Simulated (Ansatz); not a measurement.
# C2H7BO2: the cost of one run

Method: UKS PBE-D4/STO-3G, in Ansatz 0.2.0.

### Step 1. The system as given

Bond lengths: B1–O2 1.419 Å, O2–C3 1.430 Å, C3–C4 1.563 Å, C4–O5 1.442 Å, B1–H6 1.215 Å, B1–H7 1.198 Å, C3–H8 1.044 Å, C3–H9 1.106 Å, C4–H10 1.156 Å, C4–H11 1.030 Å, O5–H12 0.990 Å. Angles (14 of 17 angles, heavy atoms first): B1–O2–C3 109.5°, O2–C3–C4 106.0°, C3–C4–O5 107.0°, O2–B1–H6 123.5°, O2–B1–H7 121.6°, O2–C3–H8 111.7°, O2–C3–H9 107.4°, C4–C3–H8 112.2°, C4–C3–H9 107.2°, C3–C4–H10 105.1°, C3–C4–H11 113.6°, O5–C4–H10 106.2°, O5–C4–H11 114.4°, C4–O5–H12 102.2°.

Coordinates:

```xyz
12

B    -0.3287    1.5431    1.6543
O     0.2292    0.3214    1.1961
C    -0.2230    0.0600   -0.1350
C     0.5113   -1.2416   -0.5921
O     0.0084   -1.5718   -1.9030
H     0.1885    2.6268    1.4695
H    -1.3942    1.5804    2.1999
H    -1.2615   -0.0367   -0.1782
H     0.1417    0.8841   -0.7756
H     0.1288   -2.0697    0.1185
H     1.5382   -1.1784   -0.5337
H     0.5384   -0.9729   -2.4867
```

### Step 2. Relaxing the start

Contents of input.yaml:

```yaml
crystal:
  periodic: [false, false, false]
  atoms:
    - { symbol: B, position_ang: [-0.3287, 1.5431, 1.6543] }
    - { symbol: O, position_ang: [0.2292, 0.3214, 1.1961] }
    - { symbol: C, position_ang: [-0.223, 0.06, -0.135] }
    - { symbol: C, position_ang: [0.5113, -1.2416, -0.5921] }
    - { symbol: O, position_ang: [0.0084, -1.5718, -1.903] }
    - { symbol: H, position_ang: [0.1885, 2.6268, 1.4695] }
    - { symbol: H, position_ang: [-1.3942, 1.5804, 2.1999] }
    - { symbol: H, position_ang: [-1.2615, -0.0367, -0.1782] }
    - { symbol: H, position_ang: [0.1417, 0.8841, -0.7756] }
    - { symbol: H, position_ang: [0.1288, -2.0697, 0.1185] }
    - { symbol: H, position_ang: [1.5382, -1.1784, -0.5337] }
    - { symbol: H, position_ang: [0.5384, -0.9729, -2.4867] }
magnetization:
  spin_polarized: true
basis:
  gaussian: { orbitals: STO-3G }
hamiltonian:
  xc: pbe
  dispersion: d4
relax:
  f_tol: 0.02
  max_steps: 40
output:
  orbitals: {}
```

The run is started by

```console
ansatz run input.yaml --threads 1 --pin off --max-ram 2048MiB --backend cpu --events-out ev --progress --plain --runs-dir out
```

Q: Estimate wall time and peak memory on 1 thread of AMD EPYC 7R43 (Zen 3), shared host.

About 58 s, with a peak of 0.15 GiB.
